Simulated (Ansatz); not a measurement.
# CrO2 (P4_2/mnm): magnetic orders compared

An exercise on one series of results from a longer session: the logs are not shown, and one member is left open.

Program: Ansatz 0.2.0. Level of theory: DFT r²SCAN, scalar-relativistic, plane waves, PAW. These are calculated values, not measurements.

### The starting structure

Symmetry: P4_2/mnm, No. 136, tetragonal system. Conventional cell: a = 4.403 Å, b = 4.403 Å, c = 2.913 Å, α = 90.00°, β = 90.00°, γ = 90.00°. Around Cr (site symmetry mmm) lie 6 O at 1.89 to 1.91 Å. O (site symmetry m2m) has 3 Cr at 1.89 to 1.91 Å as nearest neighbours.

As a file:

```cif
data_structure
_symmetry_space_group_name_H-M 'P 1'
_symmetry_Int_Tables_number 1
_cell_length_a 4.4031
_cell_length_b 4.4031
_cell_length_c 2.9128
_cell_angle_alpha 90.000
_cell_angle_beta 90.000
_cell_angle_gamma 90.000
_cell_volume 56.47
loop_
_atom_site_label
_atom_site_type_symbol
_atom_site_fract_x
_atom_site_fract_y
_atom_site_fract_z
_atom_site_occupancy
Cr1 Cr 0.00000 0.00000 0.00000 1
Cr2 Cr 0.50000 0.50000 0.50000 1
O1 O 0.30275 0.30275 0.00000 1
O2 O 0.19725 0.80275 0.50000 1
O3 O 0.69725 0.69725 0.00000 1
O4 O 0.80275 0.19725 0.50000 1
```

This cell comes from an earlier session at r²SCAN: 9.412 Å³/atom at -0.02 GPa, on a 6×6×10 mesh.

The first run:

input.yaml reads:

```yaml
crystal:
  lattice:
    - [4.4030649854, 0.0, 0.0]
    - [0.0, 4.4030649854, 0.0]
    - [0.0, 0.0, 2.9128415364]
  atoms:
    - { symbol: Cr, position: [0.0, 0.0, 0.0], spin: 2.0 }
    - { symbol: Cr, position: [0.5, 0.5, 0.5], spin: -2.0 }
    - { symbol: O, position: [0.3027490062, 0.3027490062, 0.0] }
    - { symbol: O, position: [0.1972509938, 0.8027490062, 0.5] }
    - { symbol: O, position: [0.6972509938, 0.6972509938, 0.0] }
    - { symbol: O, position: [0.8027490062, 0.1972509938, 0.5] }
basis:
  ecutwfc: 500
  ecutrho_ratio: 4
kpoints:
  mp_grid: { grid: [6, 6, 10] }
hamiltonian:
  xc: r2scan
scf:
  occupations: { method: gaussian, width: 0.05 }
  lower_state_search: "off"
output:
  forces: true
  stress: true
  eigenvalues: true
  populations: true
magnetization:
  spin_polarized: true
```

Launch:

```sh
> ansatz run input.yaml --threads 4 --pin off --max-ram 10240MiB --backend cpu --events-out ev --progress --plain --runs-dir out
```

Steps of the session up to this table: Antiferromagnetic, in the cell as typed; Ferromagnetic, larger cell; Antiferromagnetic, propagation vector (0, 0, 1/2); No spin polarisation.

One of the session's tables, all rows but one given; the rest of the session is left out.

```
                                            order  above the lowest (meV/atom)  largest moment (μB)  pressure (GPa)
                                    ferromagnetic                          0.0                 1.83             0.0
          antiferromagnetic, in the cell as typed                         74.2                 1.64            -0.5
antiferromagnetic, propagation vector (0, 0, 1/2)                            ?                    ?               ?
                             no spin polarisation                        406.5                 0.00            -9.5
```

Estimate the missing values for antiferromagnetic, propagation vector (0, 0, 1/2).

As computed: above the lowest (meV/atom): 59.4; largest moment (μB): 1.68; pressure (GPa): -0.3. In the column «above the lowest (meV/atom)» it lies between ferromagnetic (0.0) and antiferromagnetic, in the cell as typed (74.2).

The first row is the run of the earlier session that started with parallel moments (-1507.0788 eV/atom).

Limits of these values: Only these orders were tried, at zero temperature; the one found in experiment may not be among them. Warnings in the runs' records: stability check not made.
